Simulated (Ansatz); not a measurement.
# One shape, several levels: AlF3 (SMILES [F][Al]([F])[F])

We compute a comparison of 4 runs (CAM-B3LYP/STO-3G, SVWN5/STO-3G, r2SCAN/STO-3G, CCSDT/STO-3G) of AlF3. 

The results are computed with Ansatz 0.2.0.

38 further runs of the same task are left out: 6 that didn't finish, 32 set aside as unsound or not needed.

## 1. Starting point

AlF3 has 4 atoms, charge 0, and is taken as a singlet. As SMILES, `[F][Al]([F])[F]`. The F3–Al1 distance was set to 2.039 Å, away from the relaxed value.

Bond lengths: Al1–F2 1.631 Å, Al1–F3 2.039 Å, Al1–F4 1.631 Å. Angles: F2–Al1–F3 120.0°, F2–Al1–F4 120.0°, F3–Al1–F4 120.0°.

## 2. The energy at CAM-B3LYP/STO-3G (run 1)

Input file run.yaml:

```yaml
crystal:
  periodic: [false, false, false]
  atoms:
    - {symbol: Al, position_ang: [0.197650, -0.356888, 0.002585]}
    - {symbol: F, position_ang: [1.828690, -0.383688, 0.017335]}
    - {symbol: F, position_ang: [-0.791540, 1.425990, -0.016640]}
    - {symbol: F, position_ang: [-0.641250, -1.755208, 0.008245]}
basis:
  gaussian:
    orbitals: STO-3G
hamiltonian:
  xc: {name: CAM-B3LYP}
accuracy: high
```

Run with:

```
$ ansatz run run.yaml --threads 1 --pin off --max-ram 2610MiB --events-out events.jsonl --progress --plain --runs-dir runs
```

Standard output:

```text
Warning: RAYON_NUM_THREADS=1 ignored (pool sized by the plan → 1); use --threads N
Functional definition: CAM-B3LYP
  name "CAM-B3LYP"
  parameter alpha = 0.19
  parameter beta = 0.46
  parameter omega = 0.33/bohr
  parameter ac = 0.81
  exchange = (1 - alpha - beta)*b88_x + beta*b88_x_sr(omega) + alpha*exact_x + beta*exact_x_lr(omega)
  correlation = (1 - ac)*vwn5_c + ac*lyp_c
432 factors; integrals over basis functions are off by at most 4.3e-8 eV
171 factors; integrals over basis functions are off by at most 1.2e-9 eV
mean field evaluation 1: about -14541.5897 eV, gradient 3.4e1 eV
mean field evaluation 2: about -14539.5176 eV, gradient 4.8e1 eV
mean field evaluation 4: about -14547.0170 eV, gradient 2.1e0 eV
mean field evaluation 8: about -14547.0187 eV, gradient 3.2e-2 eV
mean field evaluation 16: about -14547.0187 eV, gradient 1.0e-6 eV
mean field -14547.01868663 eV, -534.5930764102 hartree, gradient 5.0e-8 eV, S^2 0.000000; 0 other end points of the search recorded, 0 dependent functions left out
reference -14547.01869673 eV, -534.5930767812 hartree; 20, 20 occupied and 4, 4 virtual orbitals, 432 factors
Total energy: -14547.01869673 eV, -534.5930767812 hartree
```

It took 1.4 s on 1 thread of Arm Neoverse V1, shared host; peak memory 0.1 GiB.

## 3. A single-point energy at SVWN5/STO-3G (run 2)

Input file in.yaml:

```yaml
crystal:
  periodic: [false, false, false]
  atoms:
    - {symbol: Al, position_ang: [0.197650, -0.356888, 0.002585]}
    - {symbol: F, position_ang: [1.828690, -0.383688, 0.017335]}
    - {symbol: F, position_ang: [-0.791540, 1.425990, -0.016640]}
    - {symbol: F, position_ang: [-0.641250, -1.755208, 0.008245]}
basis:
  gaussian:
    orbitals: STO-3G
hamiltonian:
  xc: {name: SVWN5}
accuracy: high
```

Run with:

```
$ ansatz run in.yaml --threads 1 --pin off --max-ram 2610MiB --events-out events.jsonl --progress --plain --runs-dir runs
```

Standard output:

```text
Warning: RAYON_NUM_THREADS=1 ignored (pool sized by the plan → 1); use --threads N
Functional definition: SVWN5
  name "SVWN5"
  exchange = slater_x
  correlation = vwn5_c
432 factors; integrals over basis functions are off by at most 4.3e-8 eV
mean field evaluation 1: about -14463.9126 eV, gradient 3.2e1 eV
mean field evaluation 2: about -14381.3576 eV, gradient 1.5e2 eV
mean field evaluation 4: about -14468.0390 eV, gradient 9.7e0 eV
mean field evaluation 8: about -14468.3677 eV, gradient 1.8e-1 eV
mean field evaluation 16: about -14468.3679 eV, gradient 1.5e-6 eV
mean field -14468.36788944 eV, -531.7027129250 hartree, gradient 1.4e-8 eV, S^2 0.000000; 0 other end points of the search recorded, 0 dependent functions left out
reference -14468.36789073 eV, -531.7027129724 hartree; 20, 20 occupied and 4, 4 virtual orbitals, 432 factors
Total energy: -14468.36789073 eV, -531.7027129724 hartree
```

Run time: 0.84 s. Hardware: 1 thread of Arm Neoverse V1, shared host; peak memory 0.095 GiB.

Run 3 isn't shown in full; the table further down has it.

## 4. The energy at CCSDT/STO-3G (run 4)

Edit in.yaml of step 3 so:

```diff
@@ -8,6 +8,5 @@
 basis:
-  gaussian:
-    orbitals: STO-3G
-hamiltonian:
-  xc: {name: SVWN5}
+  gaussian: {orbitals: STO-3G}
+correlation: {method: ccsdt, frozen_orbitals: {Al: 5, F: 1}}
 accuracy: high
+scf: {omitted_lower_state_checks: [cluster_reference, increment]}
```

Run with:

```
$ ansatz run in.yaml --threads 1 --pin off --max-ram 2610MiB --events-out events.jsonl --progress --plain --runs-dir runs
```

Standard output, shortened:

```text
Warning: RAYON_NUM_THREADS=1 ignored (pool sized by the plan → 1); use --threads N
Functional definition: HF
  name "HF"
[...]
432 factors; integrals over basis functions are off by at most 4.3e-8 eV
[...]
mean field -14508.11794055 eV, -533.1635003598 hartree, gradient 1.5e-8 eV, S^2 0.000000; 0 other end points of the search recorded, 0 dependent functions left out; unrestricted orbitals would lower it
8 core orbitals not correlated: weight in the atoms' cores, before any rotation towards them, 1.000 or more for the frozen orbitals, at most 0.000 for the correlated occupied ones
reference -14508.11794055 eV, -533.1635003598 hartree; 12, 12 occupied and 4, 4 virtual orbitals, 432 factors
second order -2.22621247 eV of doubles, -0.00000000 eV of singles
cycle   1  -2.43661859 eV  change   -2.1e-1 eV  update   1.2e-1
[...]
cycle  28  -3.06428577 eV  change    2.6e-9 eV  update   2.8e-9
Total energy: -14511.18222632 eV, -533.2761107848 hartree
Checks for a lower state left out: cluster_reference, increment
```

It took 0.6 s on 1 thread of Arm Neoverse V1, shared host.

## 5. The series

| run | level | frozen core orbitals | energy (Eh) | wall time |
| --- | --- | --- | --- | --- |
| 1 | CAM-B3LYP/STO-3G | – | -534.593077 | 1.4 s |
| 2 | SVWN5/STO-3G | – | -531.702713 | 0.84 s |
| 3 | r2SCAN/STO-3G | – | -534.634040 | 3.6 s |
| 4 | CCSDT/STO-3G | 8 | -533.276111 | 0.6 s |

## 6. Results

| quantity | value |
| --- | --- |
| run 4: total energy | -533.27611 Eh |
| run 4: correlation energy (8 core orbitals frozen) | -112.6 mEh |
| run 4: T1 diagnostic | 0.019 |

Totals of different functionals can't be ranked against each other. In run 4 the log says that unrestricted orbitals would lower the reference, so the values rest on an unstable closed-shell determinant (other closed-shell runs at this shape may share the fault). In runs 1, 2, 3, 4 the basis is minimal, so the values are rough. All runs together took 6.4 s, the longest 3.6 s.
